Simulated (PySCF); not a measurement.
The system is FSiSeH3, in a box.

```
CELL_PARAMETERS angstrom
12.00000 0.00000 0.00000
0.00000 12.00000 0.00000
0.00000 0.00000 13.00000
ATOMIC_POSITIONS crystal
F 0.37864 0.53340 0.48709
Si 0.50646 0.52242 0.45423
Se 0.62353 0.57631 0.58080
H 0.52517 0.40423 0.42712
H 0.52669 0.59927 0.36730
H 0.60853 0.47176 0.63793
```

Base run:

* Program: PySCF 2.14.0
* Functional: M06-2X
* Potentials or basis: pob-tzvp-rev2 (all-electron)
* k mesh: 1 × 1 × 1
* Occupations: fixed
* Spin: no spin polarisation

Its results: gap between the frontier levels 9.76 eV.

Task: After a change of settings the same cell gave: gap between the frontier levels 12.32 eV. Which change was it?
A. functional from M06-2X to wB97X
B. functional from M06-2X to PBE
C. functional from M06-2X to TASK
D. functional from M06-2X to TPSS; dispersion from none to D3(OP)

Result: A.

Caveats: this is a molecule in a periodic box at the Γ point, so its band gap is the HOMO-LUMO gap; relativity is left out, which matters for the heavier elements; the basis of atomic orbitals isn't converged, which shifts pressures, moduli and gaps.
